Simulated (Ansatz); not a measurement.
# Li: the cost of one run

Computed with Ansatz 0.2.0 (DFT PBEsol, scalar-relativistic, unless a step's input says otherwise).

## (1) The structure to begin with

It takes space group P6_3/mmc (No. 194, hexagonal). The conventional cell has a = 3.111 Å, b = 3.111 Å, c = 5.093 Å, α = 90.00°, β = 90.00°, γ = 120.00°. Around Li (site symmetry -6m2) lie 12 Li at 3.11 to 3.12 Å.

As a file:

```cif
data_structure
_symmetry_space_group_name_H-M 'P6_3/mmc'
_symmetry_Int_Tables_number 194
_cell_length_a 3.1110
_cell_length_b 3.1110
_cell_length_c 5.0930
_cell_angle_alpha 90.000
_cell_angle_beta 90.000
_cell_angle_gamma 120.000
_cell_volume 42.69
loop_
_atom_site_label
_atom_site_type_symbol
_atom_site_symmetry_multiplicity
_atom_site_Wyckoff_symbol
_atom_site_fract_x
_atom_site_fract_y
_atom_site_fract_z
_atom_site_occupancy
Li1 Li 2 c 0.33333 0.66667 0.25000 1
```

The file gives the conventional cell by its symmetry; the runs use the cell typed in the input.

The structure is an experimental refinement, used without relaxation.

Atoms are numbered in the order of the input: Li1, Li2.

## (2) Volume × 0.94, LAPW

input.yaml

```yaml
crystal:
  lattice:
    - [3.0474944919, 0.0, 0.0]
    - [-1.523747246, 2.6392076479, 0.0]
    - [0.0, 0.0, 4.9890320517]
  atoms:
    - { symbol: Li, position: [0.3333333333, 0.6666666667, 0.25] }
    - { symbol: Li, position: [0.6666666667, 0.3333333333, 0.75] }
kpoints:
  mp_grid: { grid: [15, 15, 8] }
  band_path:
    path:
      - [0.0, 0.0, 0.0]
      - [0.5, 0.0, 0.0]
      - [0.3333333333, 0.3333333333, 0.0]
      - [0.0, 0.0, 0.0]
      - [0.0, 0.0, 0.5]
      - [0.5, 0.0, 0.5]
      - [0.3333333333, 0.3333333333, 0.5]
      - [0.0, 0.0, 0.5]
      - [0.5, 0.0, 0.5]
    npoints: 5
scf:
  occupations: { method: fermi_dirac, width: 0.08 }
hamiltonian:
  xc: pbesol
  pseudopotentials: { kind: all_electron, lapw: { basis_error: 0.0005 } }
output:
  forces: true
  stress: true
  eigenvalues: true
```

On the command line:

```sh
ansatz run input.yaml --threads 1 --pin off --max-ram 3072MiB --backend cpu --events-out ev --progress --plain --runs-dir out
```

Q: Estimate wall time and peak memory on 1 thread of Arm Neoverse V2, shared host.

About 3 s, with a peak of 0.21 GiB.
